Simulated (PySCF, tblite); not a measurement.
# C₇H₁₀OSSi: geometry, infrared bands and NMR shifts

Wanted: the infrared bands and NMR shifts of C₇H₁₀OSSi (`C=Cc1cc(OC)sc1[SiH3]`), by calculation.

The runs use tblite 0.8.0 and PySCF 2.14.0, with density-fitted response routines of our own; the level of theory stands in each step. All values are computed, except where a source is named. Atoms count from 0, in the outputs and in this text.

### Step 1. The molecule as given

20 atoms, charge 0, multiplicity 1; geometry from: force field or distance geometry start.

Bonds of the start (Å): C0–C1 1.30, C1–C2 1.51, C2–C3 1.33, C3–C4 1.36, C4–O5 1.38, O5–C6 1.42, C4–S7 1.77, S7–C8 1.82, C8–Si9 1.84, C8–C2 1.37, C0–H10 1.10, C0–H11 1.06, C1–H12 1.08, C3–H13 1.11, C6–H14 1.10, C6–H15 1.12, C6–H16 1.11, Si9–H17 1.49, Si9–H18 1.46, Si9–H19 1.48.

### Step 2. Optimising the geometry with GFN2-xTB

What the job is given:

```
{"job": {"kind": "relax", "xc": "GFN2-xTB", "basis": "xTB"}, "charge": 0, "multiplicity": 1}
C     -1.962000     2.517400     0.257400
C     -1.980700     1.240200     0.003400
C     -0.720500     0.410700     0.004600
C      0.480100     0.940800     0.231800
C      1.561700     0.111700     0.217200
O      2.884200     0.462100     0.427400
C      3.841100    -0.580000     0.337400
S      0.928800    -1.495300    -0.167300
C     -0.800300    -0.928000    -0.261200
Si    -2.251800    -1.999100    -0.629300
H     -2.933900     3.038800     0.244300
H     -1.103500     3.108600     0.473500
H     -2.927300     0.758400    -0.177600
H      0.630700     2.020900     0.461800
H      3.377000    -1.545300     0.074100
H      4.365600    -0.742900     1.316900
H      4.554200    -0.325800    -0.481000
H     -1.834600    -3.413900    -0.830600
H     -3.269400    -1.994300     0.412600
H     -2.844400    -1.574400    -1.918400
```

Command:

```
$ OMP_NUM_THREADS=1 python probes_run.py task.json out
```

One launch serves the whole session: the jobs run in the order shown.

**Question.** This job is followed by: GFN2-xTB harmonic vibrations, gas phase; GIAO PBE0/pcSseg-1 NMR shielding, non-relativistic, gas phase. Predict these results of the whole session: strongest single infrared mode (GFN2-xTB); zero-point energy (GFN2-xTB); ¹³C shifts against TMS (PBE0/pcSseg-1); ¹H shifts against TMS (PBE0/pcSseg-1, means over atoms taken as alike); ¹⁷O shifts against H2O (PBE0/pcSseg-1); ³³S shifts against CS2 (PBE0/pcSseg-1); ²⁹Si shifts against TMS (PBE0/pcSseg-1); surface potential, 1st and 99th percentile.

The runs gave:

| quantity | value |
| --- | --- |
| strongest single infrared mode (GFN2-xTB) | 791 cm⁻¹, 542 km/mol |
| zero-point energy (GFN2-xTB) | 88.9 kcal/mol |
| ¹³C shifts against TMS (PBE0/pcSseg-1) | 180.6, 153.1, 139.5, 119.6, 113.9, 107.1, 63.1 ppm |
| ¹H shifts against TMS (PBE0/pcSseg-1, means over atoms taken as alike) | 6.80, 6.80, 5.87, 5.58, 4.54, 4.19 ppm |
| ¹⁷O shifts against H2O (PBE0/pcSseg-1) | 106.7 ppm |
| ³³S shifts against CS2 (PBE0/pcSseg-1) | 202 ppm |
| ²⁹Si shifts against TMS (PBE0/pcSseg-1) | -86.1 ppm |
| surface potential, 1st and 99th percentile | -0.88 V and 1.08 V |

In words: The optimisation took 45 steps and gained 0.628 eV; among the close pairs (by a distance rule), C2–C3 changed most, from 1.332 to 1.422 Å. The lowest mode is imaginary (182i cm⁻¹), so the xTB geometry is not a minimum. The strongest single mode, at 791 cm⁻¹, is spread over several atoms, H17, H18, H19 among them. GFN2-xTB is a fitted tight-binding method: band positions and strengths are rough. Its intensities can rank the bands wrongly. At PBE0/pcSseg-1: Shielding is most anisotropic at C1 (span 220 ppm, paramagnetic term -206 ppm). NICS(1)zz of -19 ppm above the planar ring from C2 marks a diatropic (aromatic) ring current. At PBE0/pcSseg-1, counted by nearest atom on the grid, the HOMO lies on C8 29 %; C4 15 %, the LUMO on C0, C8 about 19 % each; C1, C2 about 12 % each.
